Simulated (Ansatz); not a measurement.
# CH3FSZn: up Jacob's ladder to CCSD(T)

An exercise on one series of results from a longer session: the logs are not shown, and one member is left open.

Method: functionals in def2-TZVPP, the program's frozen cores in correlated methods; program: Ansatz 0.2.0, Gaussian basis.

The runs, in order: LDA (SPW92), PBE-D4, revPBE-D4, BLYP-D4, r2SCAN-D4, B97M-V, PBE0-D4, B3LYP-D4, r2SCANh-D4, r2SCAN0-D4, HSE06-D4, BHLYP-D4, CAM-B3LYP-D4, LC-ωPBE, ωB97X-V, ωB97M-V, B2PLYP, PBE-QIDH; CCSD(T)/def2-SVP; CCSD(T)/def2-TZVPP; MP2/def2-QZVPP; extrapolation to the limit; RPA on PBE.

### The geometry

An earlier PBE0-D4 in a triple-zeta def2 set relaxation fixed the geometry.

SMILES `C[S][Zn][F]`, 7 atoms, charge 0, spin multiplicity 1.

Atoms are counted from 1 here; the program's logs count them from 0.

Bond lengths: C1–S2 1.824 Å, C1–H5 1.089 Å, C1–H6 1.090 Å, C1–H7 1.089 Å, S2–Zn3 2.141 Å, Zn3–F4 1.750 Å. Angles: S2–C1–H5 111.9°, S2–C1–H6 105.8°, S2–C1–H7 111.9°, H5–C1–H6 108.5°, H5–C1–H7 110.1°, H6–C1–H7 108.5°, C1–S2–Zn3 102.3°, S2–Zn3–F4 179.3°.

Set-up of the first run:

Input file in.yaml:

```yaml
crystal:
  periodic: [false, false, false]
  atoms:
    - {symbol: C, position_ang: [-0.488144, 1.026822, -0.216333]}
    - {symbol: S, position_ang: [1.129228, 0.494828, 0.439198]}
    - {symbol: Zn, position_ang: [0.950992, -1.638305, 0.413776]}
    - {symbol: F, position_ang: [0.825542, -3.383726, 0.400935]}
    - {symbol: H, position_ang: [-1.309208, 0.709552, 0.424151]}
    - {symbol: H, position_ang: [-0.459674, 2.116368, -0.228011]}
    - {symbol: H, position_ang: [-0.648736, 0.674461, -1.233717]}
basis:
  gaussian: {orbitals: def2-TZVPP}
hamiltonian: {xc: lda}
output: {orbitals: {seedname: orbitals}}
```

Run with:

```
> ansatz run in.yaml --threads 4 --pin off --events-out ev --progress --plain --max-ram 10444MiB
```

Steps of the session up to this table: LDA; PBE-D4 (GGA); revPBE-D4 (GGA); BLYP-D4 (GGA); r2SCAN-D4 (meta-GGA); B97M-V (meta-GGA); PBE0-D4 (hybrid); B3LYP-D4 (hybrid); r2SCANh-D4 (hybrid); r2SCAN0-D4 (hybrid); HSE06-D4 (hybrid); BHLYP-D4 (hybrid); CAM-B3LYP-D4 (range-separated); LC-ωPBE (range-separated); ωB97X-V (range-separated); ωB97M-V (range-separated); B2PLYP (double hybrid); PBE-QIDH (double hybrid).

One of the session's tables, all rows but one given; the rest of the session is left out.

It belongs to the step «Frontier levels by functional». 

```
  functional  HOMO (eV)  gap (eV)
 LDA (SPW92)      -6.12      3.72
      PBE-D4      -5.96      3.83
   revPBE-D4      -5.90      3.89
     BLYP-D4      -5.82      3.71
   r2SCAN-D4          ?         ?
      B97M-V      -6.26      4.23
     PBE0-D4      -7.15      5.91
    B3LYP-D4      -6.93      5.36
  r2SCANh-D4      -6.65      5.13
  r2SCAN0-D4      -7.31      6.26
    HSE06-D4      -6.75      5.15
    BHLYP-D4      -8.21      7.71
CAM-B3LYP-D4      -8.48      8.10
     LC-ωPBE      -9.83     10.74
     ωB97X-V      -9.47     10.20
     ωB97M-V      -9.33      9.76
```

Estimate the missing values for r2SCAN-D4.

Worked estimate for «HOMO (eV)». Against the share of exact exchange, r2SCANh-D4 (0.1, -6.65), r2SCAN0-D4 (0.25, -7.31) give a slope of -4.40 per unit share; at 0 the line stands at -6.21.

As computed: HOMO (eV): -6.20; gap (eV): 4.37. In «HOMO (eV)» the line misses by -0.01.
